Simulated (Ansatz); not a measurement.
# SnH4O: an energy map over bond length Sn2–H5 and angle H6–Sn2–H5

A grid of calculations on H₄OSn, SMILES [OH][SnH3], to see where the energy is lowest and how it rises around there.

The runs use Ansatz 0.2.0; RKS SPW92 (LDA)/def2-TZVP.

## Step 1: The starting structure

6 atoms, charge 0, spin multiplicity 1.

Atoms are counted from 1 here; the program's logs count them from 0.

Bond lengths: O1–Sn2 2.017 Å, O1–H3 0.976 Å, Sn2–H4 1.735 Å, Sn2–H5 1.735 Å, Sn2–H6 1.720 Å. Angles: Sn2–O1–H3 109.9°, O1–Sn2–H4 109.6°, O1–Sn2–H5 109.6°, O1–Sn2–H6 102.2°, H4–Sn2–H5 110.6°, H4–Sn2–H6 112.3°, H5–Sn2–H6 112.2°.

Coordinates:

```mol
H4OSn
  3D, bonds by distance, orders not assigned

  6  5  0  0  0  0  0  0  0  0999 V2000
    0.9432   -0.7625    0.9724 O   0  0
   -0.2821    0.3489   -0.1814 Sn  0  0
    1.1576   -1.6002    0.5194 H   0  0
   -1.7528   -0.5225   -0.4766 H   0  0
    0.5113    0.7302   -1.6760 H   0  0
   -0.5351    1.7421    0.7958 H   0  0
  1  2  8  0
  1  3  8  0
  2  4  8  0
  2  5  8  0
  2  6  8  0
M  END
```

This geometry comes from a loose relaxation at PBE in a small basis, which is not shown.

## Step 3: The grid

The axes are (1) bond length Sn2–H5: 15 values from 1.507 to 2.141 Å; (2) angle H6–Sn2–H5: 15 values from 88.0 to 138.0 °.

Nothing else is relaxed (all other coordinates rigid). Energies count from the relaxed molecule at the same level. Points are written as (first, second).

(The set-up runs are not shown.)

## Step 4: Grid point (1.734 Å, 105.9°)

Input file input.yaml:

```yaml
crystal:
  periodic: [false, false, false]
  atoms:
    - { symbol: O, position_ang: [0.910978, -0.74071, 0.937445] }
    - { symbol: Sn, position_ang: [-0.283728, 0.353701, -0.178094] }
    - { symbol: H, position_ang: [1.144607, -1.581719, 0.508696] }
    - { symbol: H, position_ang: [-1.723239, -0.530057, -0.461606] }
    - { symbol: H, position_ang: [0.529501, 0.712859, -1.666858] }
    - { symbol: H, position_ang: [-0.429239, 1.835862, 0.642573] }
basis:
  gaussian: { orbitals: def2-TZVP }
hamiltonian:
  xc: lda
output:
  forces: true
```

Launch:

```sh
$ ansatz run input.yaml --threads 1 --pin off --max-ram 2560MiB --backend cpu --events-out ev --progress --plain --runs-dir out
```

Further runs follow: the other points that were computed.

Before running it: what results should come out? Wanted: lowest point; highest computed point; dipole moment.

**Answer**, as computed:

| quantity | value |
| --- | --- |
| lowest point | (1.734 Å, 113.0°), 0.07 kcal/mol |
| highest computed point | (2.141 Å, 138.0°), 23.8 kcal/mol above the lowest |
| dipole moment (D) | 1.39 at (2.141 Å, 113.0°) to 2.16 at (1.507 Å, 138.0°); 1.67 at the lowest point |
| time for the whole task | 5.3 min on 1 thread, shared host |

What this shows: The lowest computed point is at (1.734 Å, 113.0°), 0.07 kcal/mol from the relaxed molecule at the same level. The grid is coarse, so the lowest point of the scanned range may lie between grid points; coordinates that were held can hide deeper minima. The grid shows no other well, apart from its symmetry copies. The highest computed point, (2.141 Å, 138.0°), lies 23.8 kcal/mol above the lowest. Round the minimum the two coordinates are nearly uncoupled.
